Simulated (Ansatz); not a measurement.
# CCSD(T)/6-31G(d) (spherical functions) run of CH6ClNSi (SMILES C[SiH](N)Cl)

What is the energy change on altering one bond length of CH6ClNSi at CCSD(T)/6-31G* (spherical functions)? 

The calculation is run with Ansatz 0.2.0.

128 further runs of the same task are left out: 128 set aside as unsound or not needed.

### 1 The structure to begin with

CH6ClNSi has 10 atoms, charge 0, and is taken as a singlet. SMILES: `C[SiH](N)Cl`. The coordinates come from a PBE0-D4/def2-TZVP relaxation. This is one conformer, not always the lowest.

Bond lengths: C1–Si2 1.853 Å, Si2–N3 1.706 Å, Si2–Cl4 2.081 Å, C1–H5 1.092 Å, C1–H6 1.092 Å, C1–H7 1.093 Å, Si2–H8 1.480 Å, N3–H9 1.008 Å, N3–H10 1.008 Å. Some angles: C1–Si2–N3 110.0°, C1–Si2–Cl4 106.9°, N3–Si2–Cl4 113.8°, C1–Si2–H8 113.9°, N3–Si2–H8 107.4°, Cl4–Si2–H8 105.0°, Si2–C1–H5 110.6°, Si2–C1–H6 110.4°, Si2–C1–H7 110.6°, Si2–N3–H9 120.0°.

### 2 The energy at CCSD(T)/6-31G(d) (spherical functions)

molecule.yaml reads:

```yaml
crystal:
  periodic: [false, false, false]
  atoms:
    - {symbol: C, position_ang: [-0.924300, 0.960300, -0.429600]}
    - {symbol: Si, position_ang: [-0.055600, -0.637600, -0.073400]}
    - {symbol: N, position_ang: [1.200800, -0.379200, 1.050800]}
    - {symbol: Cl, position_ang: [0.594900, -1.392500, -1.900800]}
    - {symbol: H, position_ang: [-1.720000, 0.809500, -1.161600]}
    - {symbol: H, position_ang: [-1.359500, 1.369700, 0.485000]}
    - {symbol: H, position_ang: [-0.226900, 1.694300, -0.841400]}
    - {symbol: H, position_ang: [-0.936500, -1.689500, 0.482600]}
    - {symbol: H, position_ang: [1.847500, 0.382600, 0.917600]}
    - {symbol: H, position_ang: [1.662700, -1.168700, 1.473800]}
basis:
  gaussian: {orbitals: 6-31G_st_-spherical.json}
correlation: {method: ccsd_t, frozen_orbitals: {C: 1, Cl: 5, H: 0, "N": 1, Si: 5}}
accuracy: high
scf: {omitted_lower_state_checks: [cluster_reference, increment]}
```

The basis set 6-31G* is read from a file made from the Basis Set Exchange's data (not shown).

The run is started by

```sh
$ ansatz run molecule.yaml --threads 1 --pin off --max-ram 3480MiB --events-out events.jsonl --progress --plain --runs-dir runs
```

What it wrote:

```text
Warning: RAYON_NUM_THREADS=1 ignored (pool sized by the plan → 1); use --threads N
Functional definition: HF
  name "HF"
  exchange = exact_x
  correlation = 0
these checks for a lower state are left out or cut short: cluster_reference, increment
1774 factors; integrals over basis functions are off by at most 3.6e-9 eV
mean field evaluation 1: about -22971.8186 eV, gradient 3.2e1 eV
mean field evaluation 2: about -22971.9109 eV, gradient 3.3e1 eV
mean field evaluation 4: about -22974.4933 eV, gradient 2.9e0 eV
mean field evaluation 8: about -22974.5250 eV, gradient 6.8e-5 eV
mean field -22974.52499841 eV, -844.2982209991 hartree, gradient 5.7e-8 eV, S^2 0.000000; 0 other end points of the search recorded, 0 dependent functions left out
12 core orbitals not correlated: weight in the atoms' cores, before any rotation towards them, 1.000 or more for the frozen orbitals, at most 0.000 for the correlated occupied ones
reference -22974.52499841 eV, -844.2982209991 hartree; 13, 13 occupied and 51, 51 virtual orbitals, 1774 factors
second order -13.56010929 eV of doubles, -0.00000000 eV of singles
cycle   1  -14.45088931 eV  change   -8.9e-1 eV  update   7.7e-2
cycle   2  -14.81502142 eV  change   -3.6e-1 eV  update   2.3e-2
cycle   3  -14.87252082 eV  change   -5.7e-2 eV  update   8.6e-3
cycle   4  -14.87262740 eV  change   -1.1e-4 eV  update   2.1e-3
cycle   5  -14.87225777 eV  change    3.7e-4 eV  update   7.5e-4
cycle   6  -14.87218579 eV  change    7.2e-5 eV  update   2.3e-4
cycle   7  -14.87217369 eV  change    1.2e-5 eV  update   7.5e-5
cycle   8  -14.87217762 eV  change   -3.9e-6 eV  update   2.2e-5
cycle   9  -14.87217156 eV  change    6.1e-6 eV  update   5.6e-6
cycle  10  -14.87216904 eV  change    2.5e-6 eV  update   1.7e-6
cycle  11  -14.87216938 eV  change   -3.4e-7 eV  update   5.8e-7
cycle  12  -14.87216959 eV  change   -2.1e-7 eV  update   2.1e-7
cycle  13  -14.87216977 eV  change   -1.8e-7 eV  update   8.4e-8
cycle  14  -14.87216981 eV  change   -3.6e-8 eV  update   3.8e-8
cycle  15  -14.87216981 eV  change   -3.1e-9 eV  update   2.4e-8
cycle  16  -14.87216997 eV  change   -1.6e-7 eV  update   1.1e-7
cycle  17  -14.87216999 eV  change   -1.3e-8 eV  update   2.3e-8
cycle  18  -14.87216999 eV  change   -4.3e-9 eV  update   5.6e-9
cycle  19  -14.87216999 eV  change  -2.6e-10 eV  update   1.8e-9
perturbative correction -0.34135431 eV, -0.0125445393 hartree
Total energy: -22989.73852270 eV, -844.8573077049 hartree
Checks for a lower state left out: cluster_reference, increment
```

Wall time 10 s (1 thread of Arm Neoverse V2, shared host); peak memory 0.34 GiB.

### 3 The distorted shape, same level

in.yaml reads:

```yaml
crystal:
  periodic: [false, false, false]
  atoms:
    - symbol: C
      position_ang: [-1.021887, 1.073549, -0.155457]
    - symbol: Si
      position_ang: [-0.153187, -0.524351, 0.200743]
    - symbol: "N"
      position_ang: [1.103213, -0.265951, 1.324943]
    - symbol: Cl
      position_ang: [0.594900, -1.392500, -1.900800]
    - symbol: H
      position_ang: [-1.817587, 0.922749, -0.887457]
    - symbol: H
      position_ang: [-1.457087, 1.482949, 0.759143]
    - symbol: H
      position_ang: [-0.324487, 1.807549, -0.567257]
    - symbol: H
      position_ang: [-1.034087, -1.576251, 0.756743]
    - symbol: H
      position_ang: [1.749913, 0.495849, 1.191743]
    - symbol: H
      position_ang: [1.565113, -1.055451, 1.747943]
basis:
  gaussian: {orbitals: 6-31G_st_-spherical.json}
correlation: {method: ccsd_t, frozen_orbitals: {C: 1, Cl: 5, H: 0, "N": 1, Si: 5}}
accuracy: high
scf: {omitted_lower_state_checks: [cluster_reference, increment]}
```

The basis set 6-31G* is read from a file made from the Basis Set Exchange's data (not shown).

The run is started by

```sh
$ ansatz run in.yaml --threads 1 --pin off --max-ram 3480MiB --events-out events.jsonl --progress --plain --runs-dir runs
```

What it wrote:

```text
Warning: RAYON_NUM_THREADS=1 ignored (pool sized by the plan → 1); use --threads N
[... 4 set-up lines as earlier in the session ...]
these checks for a lower state are left out or cut short: cluster_reference, increment
1767 factors; integrals over basis functions are off by at most 6.4e-9 eV
mean field evaluation 1: about -22971.2346 eV, gradient 3.2e1 eV
mean field evaluation 2: about -22971.3151 eV, gradient 3.2e1 eV
mean field evaluation 4: about -22973.9852 eV, gradient 3.0e0 eV
mean field evaluation 8: about -22974.0187 eV, gradient 8.9e-5 eV
mean field -22974.01869431 eV, -844.2796146666 hartree, gradient 4.1e-8 eV, S^2 0.000000; 0 other end points of the search recorded, 0 dependent functions left out
12 core orbitals not correlated: weight in the atoms' cores, before any rotation towards them, 1.000 or more for the frozen orbitals, at most 0.000 for the correlated occupied ones
reference -22974.01869431 eV, -844.2796146666 hartree; 13, 13 occupied and 51, 51 virtual orbitals, 1767 factors
second order -13.55726974 eV of doubles, -0.00000000 eV of singles
cycle   1  -14.44264014 eV  change   -8.9e-1 eV  update   8.2e-2
cycle   2  -14.81551596 eV  change   -3.7e-1 eV  update   2.4e-2
cycle   3  -14.88528616 eV  change   -7.0e-2 eV  update   1.1e-2
cycle   4  -14.88528477 eV  change    1.4e-6 eV  update   2.6e-3
cycle   5  -14.88451709 eV  change    7.7e-4 eV  update   9.7e-4
cycle   6  -14.88443174 eV  change    8.5e-5 eV  update   3.2e-4
cycle   7  -14.88440193 eV  change    3.0e-5 eV  update   1.1e-4
cycle   8  -14.88441132 eV  change   -9.4e-6 eV  update   3.5e-5
cycle   9  -14.88440619 eV  change    5.1e-6 eV  update   1.2e-5
cycle  10  -14.88440157 eV  change    4.6e-6 eV  update   3.9e-6
cycle  11  -14.88440291 eV  change   -1.3e-6 eV  update   1.6e-6
cycle  12  -14.88440366 eV  change   -7.5e-7 eV  update   5.8e-7
cycle  13  -14.88440417 eV  change   -5.1e-7 eV  update   2.2e-7
cycle  14  -14.88440426 eV  change   -8.7e-8 eV  update   8.0e-8
cycle  15  -14.88440427 eV  change   -1.2e-8 eV  update   4.2e-8
cycle  16  -14.88440427 eV  change    5.4e-9 eV  update   2.7e-8
cycle  17  -14.88440403 eV  change    2.4e-7 eV  update   1.1e-7
cycle  18  -14.88440398 eV  change    4.4e-8 eV  update   2.5e-8
cycle  19  -14.88440397 eV  change    1.4e-8 eV  update   6.2e-9
cycle  20  -14.88440397 eV  change    3.6e-9 eV  update   1.9e-9
cycle  21  -14.88440397 eV  change   5.4e-10 eV  update  5.4e-10
perturbative correction -0.35901870 eV, -0.0131936937 hartree
Total energy: -22989.26211697 eV, -844.8398001171 hartree
Checks for a lower state left out: cluster_reference, increment
```

Run time: 11 s. Hardware: 1 thread of Arm Neoverse V2, shared host; peak memory 0.34 GiB.

### 4 Outcome

At CCSD(T)/6-31G* (spherical functions), 12 core orbitals frozen:

| quantity | value |
| --- | --- |
| first shape: total energy | -844.85731 Eh |
| first shape: correlation energy (12 core orbitals frozen) | -559.1 mEh |
| first shape: (T) correction | -12.54 mEh |
| first shape: T1 diagnostic | 0.009 |
| distorted shape: total energy | -844.83980 Eh |
| distorted shape: correlation energy (12 core orbitals frozen) | -560.2 mEh |
| distorted shape: (T) correction | -13.19 mEh |
| distorted shape: T1 diagnostic | 0.011 |
| energy change with the Si2–Cl4 bond stretched from 2.081 to 2.394 Å | 0.476 eV |

With the Si2–Cl4 bond stretched from 2.081 to 2.394 Å the energy rises by 0.48 eV (11.0 kcal/mol). The first shape isn't relaxed at this level, so the change isn't measured from a minimum. The triples (first shape) make up 2.2 % of the correlation energy. The triples (distorted shape) make up 2.4 % of the correlation energy.
